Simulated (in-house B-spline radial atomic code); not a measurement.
**Sn³³⁺: ionisation energy by several methods**

Aim: the ionisation energy of Sn³³⁺ by several methods, each as the difference of two self-consistent energies (Sn³³⁺ and the next ion, [Ne] 3s2 3p4).

Method: scalar-relativistic (X2C), several functionals, spin-polarised; spherical all-electron atom at the radial basis limit. Code: in-house B-spline radial atomic code version 1.

### Step 1. Starting point

| Item | Value |
| --- | --- |
| element | tin (Z = 50) |
| charge | +33 |
| electrons | 17 |
| configuration | [Ne] 3s2 3p5 |
| nucleus | Fermi, rms radius 4.652 fm |

Outer shells as boxes (Hund's rule):

[Ne] 3s2 3p5
```
[Ne] core
3s [↑↓]
3p [↑↓][↑↓][↑ ]
```

Where spins are not typed, each open shell is filled with up spins first.

### Step 2. SCAN, a meta-GGA

Input settings:

```ini
Z = 50
electrons = 17.0
configuration = [Ne] 3s2 3p5
hamiltonian = x2c
method = scan,scan
spin_polarised = True
nucleus = fermi
rms_radius = 4.6519
mass_number = 120
atomic_mass = 119.902202557
speed_of_light = 137.035999084
```

### Step 3. r2SCAN, a meta-GGA

The settings differ from step 2 so:

```diff
@@ -4,3 +4,3 @@
 hamiltonian = x2c
-method = scan,scan
+method = r2scan
 spin_polarised = True
```

### Step 4. OLYP, a GGA

The settings differ from step 3 so:

```diff
@@ -4,3 +4,3 @@
 hamiltonian = x2c
-method = r2scan
+method = optx,lyp
 spin_polarised = True
```

Before running: The tabulated ionisation energy is 2142.1 ± 2.1 eV (semi-empirical; NIST Atomic Spectra Database). What does each method give, and which comes nearest?

As calculated:

| method | rung | total energy (hartree) | ΔSCF (eV) | −ε highest (eV) | ΔSCF less tabulated (eV) |
| --- | --- | --- | --- | --- | --- |
| OLYP | GGA | -5343.1381 | 2169.67 | 2133.64 (3p down) | +27.57 |
| SCAN | meta-GGA | -5342.6996 | 2168.47 | 2133.15 (3p down) | +26.37 |
| r2SCAN | meta-GGA | -5342.3690 | 2168.19 | 2132.85 (3p down) | +26.09 |

What this shows: Against the tabulated ionisation energy, 2142.1 ± 2.1 eV (semi-empirical; NIST Atomic Spectra Database), the best here is r2SCAN (+26.09 eV) and the worst OLYP (+27.57 eV, or 1.3 %). All methods miss on the same side by much the same amount, which points to something that they share. Relativistic terms that these runs lack can be as large as the gaps between close methods, so the nearest may be so by luck. Spin-orbit coupling is left out. Open shells are averaged (over orientations, and over spins where the run is restricted), while tables refer to the lowest levels.

Members of this set that are not shown: 4 used exact exchange with fractional occupations of an open shell, which is unsound here.
